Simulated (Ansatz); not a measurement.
# OTa: the cost of one run

Method: def2-QZVPP, core rule «outside noble gas», up to 5 orbitals frozen; program: Ansatz 0.2.0, Gaussian basis.

The runs, in order: UHF; ROHF; CCSD(T) on UHF.

## (1) What is computed

The geometry is a PBE0/def2-TZVP stationary point (not a proven minimum). No spin-orbit coupling is included. Elements past krypton take def2 core potentials.

2 atoms, charge 0, spin multiplicity 4.

Atoms are counted from 1 here; the program's logs count them from 0.

Bond lengths: Ta1–O2 1.699 Å.

## (2) UHF

File in.yaml:

```yaml
crystal:
  periodic: [false, false, false]
  atoms:
    - {symbol: Ta, position_ang: [0.000000, 0.000000, 0.000000]}
    - {symbol: O, position_ang: [0.000000, 0.000000, 1.698600]}
basis:
  gaussian: {orbitals: "def2-QZVPP.json"}
magnetization: {spin_polarized: true, initial_magnetization: 3}
hamiltonian: {xc: hf}
output: {orbitals: {seedname: orbitals}}
```

Run with:

```console
ansatz run in.yaml --threads 1 --pin off --events-out ev --progress --plain --max-ram 4096MiB --backend cpu
```

**Question.** How long does this run take on 1 thread of AMD EPYC 7R13, shared host, and how much memory does it need?

About 13 s, with a peak of 0.32 GiB.
